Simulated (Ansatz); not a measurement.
GeH4Se, SMILES [GeH3][SeH], a relaxed scan of one distance

Program: Ansatz 0.2.0 through its Python package.

The script reads `geh4se.xyz`:
```text
6

Ge   -0.22790   -0.32530   -0.43740
Se   -0.22400    0.99250    1.52940
H     0.35530   -1.65590   -0.20790
H    -1.67410   -0.47830   -0.89200
H     0.49850    0.45950   -1.58370
H     1.31440    0.94340    1.54540
```

Script `relaxed_scan.py`:
```python
import warnings

import ansatz as az
import numpy as np

warnings.simplefilter('ignore', az.DeckWarning)

system = az.Crystal.molecule_from_extxyz('geh4se.xyz')

model = (
    system.calculation()
    .basis(gaussian='def2-SVP')
    .functional('HF')
)
symbols = [site.symbol for site in system.cartesian_sites]
pairs = [(0, 1), (0, 2), (0, 3), (0, 4), (1, 5)]
print('held (A)   E (eV)        ', '  '.join(f'{symbols[i]}{i}-{symbols[j]}{j}' for i, j in pairs))
for length in [1.4, 1.52, 1.65, 1.83, 2.06]:
    report = model.relax(constraints=[az.DistanceConstraint((0, 3), at=length)], force_tolerance=0.02, max_steps=60).run(threads=1, backend='cpu').report
    xyz = np.array(report['positions_ang'])
    print(f'{length:6.2f} {report["free_energy_ev"]:14.5f}  ', '  '.join(f'{np.linalg.norm(xyz[i] - xyz[j]):.3f}' for i, j in pairs))
```

Running `python relaxed_scan.py` prints:
```text
held (A)   E (eV)         Ge0-Se1  Ge0-H2  Ge0-H3  Ge0-H4  Se1-H5
  1.40  -121825.03797   2.375  1.532  1.400  1.532  1.455
  1.52  -121825.22573   2.373  1.531  1.520  1.531  1.456
  1.65  -121825.11082   2.370  1.530  1.650  1.530  1.456
  1.83  -121824.65755   2.365  1.528  1.830  1.528  1.457
  2.06  -121823.87326   2.360  1.526  2.060  1.526  1.458
```

Notes:
- Total energies depend on the basis set; only differences at equal settings carry meaning.
- The energies are electronic: no zero-point or thermal terms, and the basis set is short of its limit.
- The script silences the warnings on its input, which a real study should read.
- Finished in 39 s on 1 thread of Arm Neoverse V2, with other jobs on the host, peak memory 0.23 GiB.
